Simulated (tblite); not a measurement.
# C8H18N2: the cost of one run

Computed with tblite 0.8.0 and PySCF 2.14.0, with density-fitted response routines of our own, on a single molecule, in the gas phase or a continuum. Atoms count from 0, in the outputs and in this text.

### 1 The starting structure

28 atoms, charge 0, multiplicity 1; geometry from: force field or distance geometry start.

Bonds of the start (Å): C0–C1 1.49, C1–C2 1.54, C2–C3 1.49, C2–C4 1.54, C2–N5 1.40, N5–N6 1.39, N6–C7 1.45, C7–C8 1.50, C8–C9 1.51, C9–C7 1.51, C0–H10 1.11, C0–H11 1.11, C0–H12 1.11, C1–H13 1.12, C1–H14 1.10, C3–H15 1.12, C3–H16 1.11, C3–H17 1.12, C4–H18 1.10, C4–H19 1.12, C4–H20 1.10, N5–H21 1.03, N6–H22 1.06, C7–H23 1.11, C8–H24 1.12, C8–H25 1.13, C9–H26 1.09, C9–H27 1.12.

### 2 Relaxing the molecule with GFN2-xTB

The job: settings as JSON, then the geometry in Å.

```
{"job": {"kind": "relax", "xc": "GFN2-xTB", "basis": "xTB"}, "charge": 0, "multiplicity": 1}
C     -2.597100     1.236100    -0.843000
C     -1.166500     0.869700    -0.645300
C     -0.991800    -0.325600     0.307700
C     -1.723900    -1.463800    -0.318900
C     -1.672100    -0.033700     1.661100
N      0.370300    -0.502200     0.588500
N      1.207900    -0.749100    -0.489400
C      2.197800     0.294500    -0.685500
C      3.182800     0.601200     0.405700
C      3.607900    -0.229400    -0.775200
H     -2.957300     1.911800    -0.037700
H     -3.235100     0.328300    -0.909200
H     -2.694100     1.740000    -1.832000
H     -0.754500     0.536600    -1.636300
H     -0.592700     1.757300    -0.337300
H     -2.744200    -1.621900     0.125100
H     -1.185000    -2.431500    -0.295500
H     -1.910400    -1.235200    -1.395700
H     -1.296800    -0.814000     2.345300
H     -1.210900     0.930900     2.004600
H     -2.770100     0.010800     1.586700
H      0.608200    -0.973200     1.468700
H      1.708500    -1.677600    -0.398300
H      1.893000     1.188700    -1.270500
H      3.630300     1.623100     0.428500
H      3.087900     0.096200     1.406600
H      3.744200    -1.296800    -0.617800
H      4.242600     0.256100    -1.553600
```

Command:

```bash
$ OMP_NUM_THREADS=1 python probes_run.py task.json out
```

This one command runs all jobs of the session in turn.

**Question.** How long does this first job take on 1 thread of Arm Neoverse N1, shared host, and how much memory does it need?

About 2.8 s, with a peak of 0.18 GiB.
